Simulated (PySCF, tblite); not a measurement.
**C₇H₁₂BF: geometry, infrared bands and NMR shifts**

What infrared bands and NMR shifts should C₇H₁₂BF (`CB(C)[C@@H]1C[C@@]12C[C@H]2F`) show?

The runs use tblite 0.8.0 and PySCF 2.14.0, with density-fitted response routines of our own; the level of theory stands in each step. All values are computed, except where a source is named. Atoms count from 0, in the outputs and in this text.

### 1 Starting geometry

21 atoms, charge 0, multiplicity 1; geometry from: force field or distance geometry start.

Bonds of the start (Å): C0–B1 1.58, B1–C2 1.58, B1–C3 1.60, C3–C4 1.50, C4–C5 1.55, C5–C6 1.56, C6–C7 1.48, C7–F8 1.38, C5–C3 1.55, C7–C5 1.56, C0–H9 1.12, C0–H10 1.10, C0–H11 1.11, C2–H12 1.10, C2–H13 1.12, C2–H14 1.12, C3–H15 1.11, C4–H16 1.11, C4–H17 1.11, C6–H18 1.11, C6–H19 1.11, C7–H20 1.11.

### 2 Optimising the geometry with GFN2-xTB

What the job is given:

```
{"job": {"kind": "relax", "xc": "GFN2-xTB", "basis": "xTB"}, "charge": 0, "multiplicity": 1}
C     -1.076900     1.549600    -1.416300
B     -1.019000     0.030100    -0.983000
C     -2.176900    -0.976400    -1.373300
C      0.277100    -0.513700    -0.215600
C      0.002900    -1.070600     1.146800
C      0.672600     0.326400     1.030800
C      2.160000     0.642800     0.672400
C      1.861900     0.137500     2.028600
F      1.926600     1.119600     2.989000
H     -2.028800     1.746000    -1.969400
H     -0.221500     1.787000    -2.067900
H     -1.060900     2.198300    -0.514300
H     -1.959600    -1.998100    -1.014800
H     -2.295200    -0.984500    -2.482900
H     -3.138400    -0.625400    -0.910400
H      1.009000    -1.144500    -0.753200
H      0.613900    -1.975100     1.349700
H     -1.053700    -1.027600     1.483500
H      2.774500    -0.082600     0.103300
H      2.401700     1.725900     0.653800
H      2.321700    -0.847600     2.242800
```

Run with:

```sh
> OMP_NUM_THREADS=1 python probes_run.py task.json out
```

The driver reads the jobs from task.json and runs them one after another.

**Question.** This job is followed by: GFN2-xTB harmonic vibrations, gas phase; GIAO PBE0/pcSseg-1 NMR shielding, non-relativistic, gas phase. What will the session give for the following? strongest single infrared mode (GFN2-xTB); zero-point energy (GFN2-xTB); ¹³C shifts against TMS (PBE0/pcSseg-1, means over atoms taken as alike); ¹H shifts against TMS (PBE0/pcSseg-1, means over atoms taken as alike); ¹¹B shifts against BF3·OEt2 (PBE0/pcSseg-1); ¹⁹F shifts against CFCl3 (PBE0/pcSseg-1).

The runs gave:

| quantity | value |
| --- | --- |
| strongest single infrared mode (GFN2-xTB) | 1209 cm⁻¹, 146 km/mol |
| zero-point energy (GFN2-xTB) | 108.3 kcal/mol |
| ¹³C shifts against TMS (PBE0/pcSseg-1, means over atoms taken as alike) | 78.4, 26.2, 24.2, 21.7, 15.0, 12.9 ppm |
| ¹H shifts against TMS (PBE0/pcSseg-1, means over atoms taken as alike) | 4.89, 1.60, 1.35, 1.27, 1.26, 1.03, 0.83 ppm |
| ¹¹B shifts against BF3·OEt2 (PBE0/pcSseg-1) | 85.2 ppm |
| ¹⁹F shifts against CFCl3 (PBE0/pcSseg-1) | -231.7 ppm |

**Reading.** Relaxing lowered the energy by 3.888 eV in 220 steps; the close pair that moved most is C5–C7, from 1.564 to 1.472 Å. All 57 modes are real, so the xTB geometry is a minimum. The strongest single mode, at 1209 cm⁻¹, is spread over many atoms; the largest shares are those of B1, H15. GFN2-xTB is a fitted tight-binding method: band positions and strengths are rough. Its intensities can rank the bands wrongly. H20 (hydrogen on a three-membered-ring carbon bearing a halogen) lies farthest downfield among hydrogen, at 4.89 ppm; its carbon carries F, an electronegative neighbour. At PBE0/pcSseg-1: The largest span, 161 ppm, is at B1, where the paramagnetic term is -173 ppm.
